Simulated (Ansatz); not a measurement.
# TeAs: a strain scan

Aim: for TeAs, see how energy and stress answer to the strain pattern (0, 1, 0, 0, 0, 0).

Computed with Ansatz 0.2.0 (DFT r2SCAN, scalar-relativistic, plane waves, PAW, unless a step's input says otherwise).

### 1 The structure to begin with

Symmetry: Fm-3m, No. 225, cubic system. The conventional cell has a = 5.935 Å, b = 5.935 Å, c = 5.935 Å, α = 90.00°, β = 90.00°, γ = 90.00°. Te (site symmetry m-3m) is surrounded by 6 As at 2.97 Å. As (site symmetry m-3m) has 6 Te at 2.97 Å as nearest neighbours.

Structure file:

```
Te As
1.0
     0.00000    2.96767    2.96767
     2.96767    0.00000    2.96767
     2.96767    2.96767    0.00000
Te As
1 1
Direct
  0.50000 0.50000 0.50000
  0.00000 0.00000 0.00000
```

It goes back to an entry of the Materials Project, which need not be the stable form.

No relaxation comes first: the listed cell is the starting point.

### 2 Zero of energy

The reference gives a free energy of -11859.0995 eV, pressure -1.15 GPa, largest force 0.000 eV/Å and gap on the mesh none (metal). It was computed beforehand with the settings of the runs below.

### 3 The scan: a strain scan

The cell is strained by ε times the Voigt pattern (0, 1, 0, 0, 0, 0) (xx, yy, zz, yz, xz, xy; engineering shear), with fractional coordinates fixed (clamped ions). The stress on the pattern is the sum of the stress components weighted by it, tension positive.

### 4 ε = -0.1500

The input, input.yaml:

```yaml
crystal:
  lattice:
    - [0.0, 2.52251695, 2.967667]
    - [2.967667, 0.0, 2.967667]
    - [2.967667, 2.52251695, 0.0]
  atoms:
    - { symbol: Te, position: [0.5, 0.5, 0.5] }
    - { symbol: As, position: [0.0, 0.0, 0.0] }
basis:
  ecutwfc: 500
kpoints:
  mp_grid: { grid: [14, 14, 14] }
hamiltonian:
  xc: r2scan
scf:
  occupations: { method: gaussian, width: 0.15 }
output:
  forces: true
  stress: true
  eigenvalues: true
```

Command:

```sh
$ ansatz run input.yaml --threads 1 --pin off --max-ram 2560MiB --backend cpu --events-out ev --progress --plain --runs-dir out
```

### 5 At ε = 0.1125

input.yaml, as its differences from that of step 4:

```diff
@@ -2,5 +2,5 @@
   lattice:
-    - [0.0, 2.52251695, 2.967667]
+    - [0.0, 3.3015295375, 2.967667]
     - [2.967667, 0.0, 2.967667]
-    - [2.967667, 2.52251695, 0.0]
+    - [2.967667, 3.3015295375, 0.0]
   atoms:
```

### 6 ε = -0.0750

input.yaml, as its differences from that of step 5:

```diff
@@ -2,5 +2,5 @@
   lattice:
-    - [0.0, 3.3015295375, 2.967667]
+    - [0.0, 2.745091975, 2.967667]
     - [2.967667, 0.0, 2.967667]
-    - [2.967667, 3.3015295375, 0.0]
+    - [2.967667, 2.745091975, 0.0]
   atoms:
```

### 7 ε = 0.0375

input.yaml, as its differences from that of step 6:

```diff
@@ -2,5 +2,5 @@
   lattice:
-    - [0.0, 2.745091975, 2.967667]
+    - [0.0, 3.0789545125, 2.967667]
     - [2.967667, 0.0, 2.967667]
-    - [2.967667, 2.745091975, 0.0]
+    - [2.967667, 3.0789545125, 0.0]
   atoms:
```

### 8 At ε = 0.1500

input.yaml, as its differences from that of step 7:

```diff
@@ -2,5 +2,5 @@
   lattice:
-    - [0.0, 3.0789545125, 2.967667]
+    - [0.0, 3.41281705, 2.967667]
     - [2.967667, 0.0, 2.967667]
-    - [2.967667, 3.0789545125, 0.0]
+    - [2.967667, 3.41281705, 0.0]
   atoms:
```

### 9 At ε = -0.1125

input.yaml, as its differences from that of step 8:

```diff
@@ -2,5 +2,5 @@
   lattice:
-    - [0.0, 3.41281705, 2.967667]
+    - [0.0, 2.6338044625, 2.967667]
     - [2.967667, 0.0, 2.967667]
-    - [2.967667, 3.41281705, 0.0]
+    - [2.967667, 2.6338044625, 0.0]
   atoms:
@@ -20 +20,5 @@
   eigenvalues: true
+  write_density: true
+  write_potential: true
+  elf: true
+  volumetric_format: npy
```

### 10 ε = 0.0750

input.yaml, as its differences from that of step 9:

```diff
@@ -2,5 +2,5 @@
   lattice:
-    - [0.0, 2.6338044625, 2.967667]
+    - [0.0, 3.190242025, 2.967667]
     - [2.967667, 0.0, 2.967667]
-    - [2.967667, 2.6338044625, 0.0]
+    - [2.967667, 3.190242025, 0.0]
   atoms:
@@ -20,5 +20 @@
   eigenvalues: true
-  write_density: true
-  write_potential: true
-  elf: true
-  volumetric_format: npy
```

### 11 At ε = -0.0375

input.yaml, as its differences from that of step 10:

```diff
@@ -2,5 +2,5 @@
   lattice:
-    - [0.0, 3.190242025, 2.967667]
+    - [0.0, 2.8563794875, 2.967667]
     - [2.967667, 0.0, 2.967667]
-    - [2.967667, 3.190242025, 0.0]
+    - [2.967667, 2.8563794875, 0.0]
   atoms:
```

### 12 ε = 0.1312

input.yaml, as its differences from that of step 11:

```diff
@@ -2,5 +2,5 @@
   lattice:
-    - [0.0, 2.8563794875, 2.967667]
+    - [0.0, 3.3570249104, 2.967667]
     - [2.967667, 0.0, 2.967667]
-    - [2.967667, 2.8563794875, 0.0]
+    - [2.967667, 3.3570249104, 0.0]
   atoms:
```

(Steps that only read results are left out.)

Before running it: what results should come out? Wanted: slope of the stress at ε = 0, over ±0.0375.

**Answer**, as computed:

```
                                  quantity    value
slope of the stress at ε = 0, over ±0.0375  133 GPa
```

What this shows: The slope of the stress at zero strain, 133 GPa, estimates C22 with clamped ions in this Cartesian frame; letting the atoms relax could not make it stiffer. The step is wide, so higher orders mix in. The reference stands under -1.1 GPa, so this is no zero-stress constant. No sampled point lies below the undisturbed cell. Compression costs more than tension: 415.7 against 168.4 meV/atom at the ends. The stress peaks at 9.2 GPa near ε = 0.131 and falls beyond it: the ideal strength along this path with clamped ions. Spin-orbit coupling is left out for Te.
